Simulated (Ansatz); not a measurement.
**Si3Ge3H12: small, medium and large basis sets**

The task here is to estimate one member of a computed series from the others.

Method: one geometry, several basis sets; program: Ansatz 0.2.0, Gaussian basis.

The runs, in order: PBE0-D4/def2-SVP; ωB97M-V/def2-SVP; PBE0-D4/def2-QZVPP; ωB97M-V/def2-QZVPP; the functionals' def2-TZVPP values are taken from earlier runs.

## Structure used throughout

An earlier PBE0-D4 in a triple-zeta def2 set relaxation fixed the geometry.

18 atoms, charge 0, spin multiplicity 1.

Atoms are counted from 1 here; the program's logs count them from 0.

Bond lengths: Si1–Si2 2.336 Å, Si1–Ge6 2.388 Å, Si1–H7 1.489 Å, Si1–H8 1.490 Å, Si2–Ge3 2.386 Å, Si2–H9 1.490 Å, Si2–H10 1.489 Å, Ge3–Ge4 2.434 Å, Ge3–H11 1.541 Å, Ge3–H12 1.541 Å, Ge4–Si5 2.378 Å, Ge4–H13 1.541 Å, Ge4–H14 1.540 Å, Si5–Ge6 2.386 Å, Si5–H15 1.490 Å, Si5–H16 1.489 Å, Ge6–H17 1.541 Å, Ge6–H18 1.541 Å. Angles: Si2–Si1–Ge6 108.5°, Si2–Si1–H7 112.5°, Si2–Si1–H8 108.6°, Ge6–Si1–H7 110.3°, Ge6–Si1–H8 108.7°, H7–Si1–H8 108.3°, Si1–Si2–Ge3 107.9°, Si1–Si2–H9 108.9°, Si1–Si2–H10 112.5°, Ge3–Si2–H9 108.8°, Ge3–Si2–H10 110.5°, H9–Si2–H10 108.3°, Si2–Ge3–Ge4 110.3°, Si2–Ge3–H11 109.6°, Si2–Ge3–H12 110.2°, Ge4–Ge3–H11 109.4°, Ge4–Ge3–H12 109.2°, H11–Ge3–H12 108.0° and more.

The first run:

Contents of in.yaml:

```yaml
crystal:
  periodic: [false, false, false]
  atoms:
    - {symbol: Si, position_ang: [0.363663, 2.137392, -0.254872]}
    - {symbol: Si, position_ang: [1.899117, 0.733187, 0.806124]}
    - {symbol: Ge, position_ang: [1.874886, -1.367385, -0.325377]}
    - {symbol: Ge, position_ang: [-0.388235, -1.920946, -1.030701]}
    - {symbol: Si, position_ang: [-1.904121, -0.969569, 0.535327]}
    - {symbol: Ge, position_ang: [-1.840667, 1.403390, 0.297603]}
    - {symbol: H, position_ang: [0.541914, 3.566462, 0.124407]}
    - {symbol: H, position_ang: [0.550895, 2.018551, -1.728512]}
    - {symbol: H, position_ang: [1.466379, 0.523872, 2.216630]}
    - {symbol: H, position_ang: [3.275595, 1.301828, 0.819187]}
    - {symbol: H, position_ang: [2.794778, -1.300080, -1.559519]}
    - {symbol: H, position_ang: [2.404001, -2.478373, 0.601778]}
    - {symbol: H, position_ang: [-0.640676, -1.302202, -2.419458]}
    - {symbol: H, position_ang: [-0.551475, -3.447276, -1.154103]}
    - {symbol: H, position_ang: [-1.443979, -1.327105, 1.906567]}
    - {symbol: H, position_ang: [-3.292272, -1.478917, 0.359888]}
    - {symbol: H, position_ang: [-2.287177, 2.070484, 1.612862]}
    - {symbol: H, position_ang: [-2.822646, 1.836684, -0.807822]}
basis:
  gaussian: {orbitals: def2-SVP}
hamiltonian: {xc: pbe0, dispersion: d4}
output: {orbitals: {seedname: orbitals}}
```

Steps of the session up to this table: PBE0-D4 in def2-SVP; ωB97M-V in def2-SVP; PBE0-D4 in def2-QZVPP; ωB97M-V in def2-QZVPP.

One of the session's tables, all rows but one given; the rest of the session is left out.

It belongs to the step «Density functionals: the series». 

```
functional       basis  HOMO (eV)
   PBE0-D4    def2-SVP          ?
   PBE0-D4  def2-TZVPP      -7.60
   PBE0-D4  def2-QZVPP      -7.60
   ωB97M-V    def2-SVP      -9.53
   ωB97M-V  def2-TZVPP      -9.53
   ωB97M-V  def2-QZVPP      -9.52
```

**Question.** Estimate the row for PBE0-D4, def2-SVP.

**Answer.** HOMO (eV): -7.64. In the column «HOMO (eV)» it lies between ωB97M-V, def2-QZVPP (-9.52) and PBE0-D4, def2-TZVPP (-7.60).
